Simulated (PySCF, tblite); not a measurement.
# C₆H₁₄NP: geometry, infrared bands and NMR shifts

Aim: predict the infrared bands and NMR shifts of C₆H₁₄NP (`C=C[P@@](C)(=N)C(C)C`).

The runs use tblite 0.8.0 and PySCF 2.14.0, with density-fitted response routines of our own; the level of theory stands in each step. All values are computed, except where a source is named. Atoms count from 0, in the outputs and in this text.

### Step 1. The starting structure

22 atoms, charge 0, multiplicity 1; geometry from: force field or distance geometry start.

Bonds of the start (Å): C0–C1 1.34, C1–P2 1.77, P2–C3 1.81, P2–N4 1.58, P2–C5 1.82, C5–C6 1.51, C5–C7 1.52, C0–H8 1.08, C0–H9 1.10, C1–H10 1.09, C3–H11 1.12, C3–H12 1.08, C3–H13 1.12, N4–H14 1.03, C5–H15 1.11, C6–H16 1.11, C6–H17 1.10, C6–H18 1.11, C7–H19 1.12, C7–H20 1.13, C7–H21 1.10.

### Step 2. Relaxing the molecule with GFN2-xTB

What the job is given:

```
{"job": {"kind": "relax", "xc": "GFN2-xTB", "basis": "xTB"}, "charge": 0, "multiplicity": 1}
C      2.578700     1.327300    -0.723700
C      1.421500     0.675500    -0.909800
P      0.581000    -0.222500     0.368600
C      1.157900    -1.942200     0.337100
N      0.892000     0.438100     1.766600
C     -1.220300    -0.287100     0.128500
C     -1.631000    -0.026700    -1.305300
C     -1.979100     0.583900     1.112300
H      2.989100     1.830400    -1.589500
H      3.066700     1.361700     0.259400
H      0.977000     0.677500    -1.905100
H      0.617500    -2.425100    -0.518900
H      2.239100    -1.984800     0.278700
H      0.802100    -2.411600     1.294800
H      0.816300     1.460600     1.881500
H     -1.531600    -1.327100     0.368400
H     -1.361000    -0.923100    -1.893300
H     -1.089100     0.811500    -1.757400
H     -2.733000     0.068200    -1.341600
H     -2.919700     0.933400     0.621600
H     -2.291400    -0.027100     2.011300
H     -1.393100     1.428800     1.515100
```

The run is started by

```sh
OMP_NUM_THREADS=1 python probes_run.py task.json out
```

The driver reads the jobs from task.json and runs them one after another.

**Question.** This job is followed by: GFN2-xTB harmonic vibrations, gas phase; GIAO PBE0/pcSseg-1 NMR shielding, non-relativistic, gas phase. What will the session give for the following? strongest single infrared mode (GFN2-xTB); zero-point energy (GFN2-xTB); 13C shifts against TMS (PBE0/pcSseg-1); 1H shifts against TMS (PBE0/pcSseg-1, means over atoms taken as alike); 31P shifts against H3PO4 (PBE0/pcSseg-1); 15N shifts against NH3 (PBE0/pcSseg-1).

As calculated:

```
                                                              quantity                                               value
                             strongest single infrared mode (GFN2-xTB)                               1197 cm⁻¹, 209 km/mol
                                          zero-point energy (GFN2-xTB)                                      116.2 kcal/mol
                                13C shifts against TMS (PBE0/pcSseg-1)            143.1, 142.8, 39.5, 19.6, 17.4, 17.0 ppm
1H shifts against TMS (PBE0/pcSseg-1, means over atoms taken as alike)  6.72, 6.57, 6.53, 1.55, 1.46, 1.09, 1.03, 0.29 ppm
                              31P shifts against H3PO4 (PBE0/pcSseg-1)                                            -0.4 ppm
                                15N shifts against NH3 (PBE0/pcSseg-1)                                            27.7 ppm
```

**Reading.** Over 195 steps the energy fell by 0.879 eV; of the close pairs, C1–P2 changed most, 1.774 to 1.835 Å. No mode is imaginary among the 60: a minimum at this level. The strongest single mode, at 1197 cm⁻¹, moves mainly N4 and P2. Unscaled tight-binding wavenumbers are off by several per cent, some by more. Its intensities can rank the bands wrongly. C1 (alkene CH) lies farthest downfield among carbon, at 143.1 ppm; as expected for a trigonal carbon in a double bond. H10 (hydrogen on an alkene CH) lies farthest downfield among hydrogen, at 6.72 ppm; olefinic region. At PBE0/pcSseg-1: The largest span, 263 ppm, is at C0, where the paramagnetic term is -210 ppm.
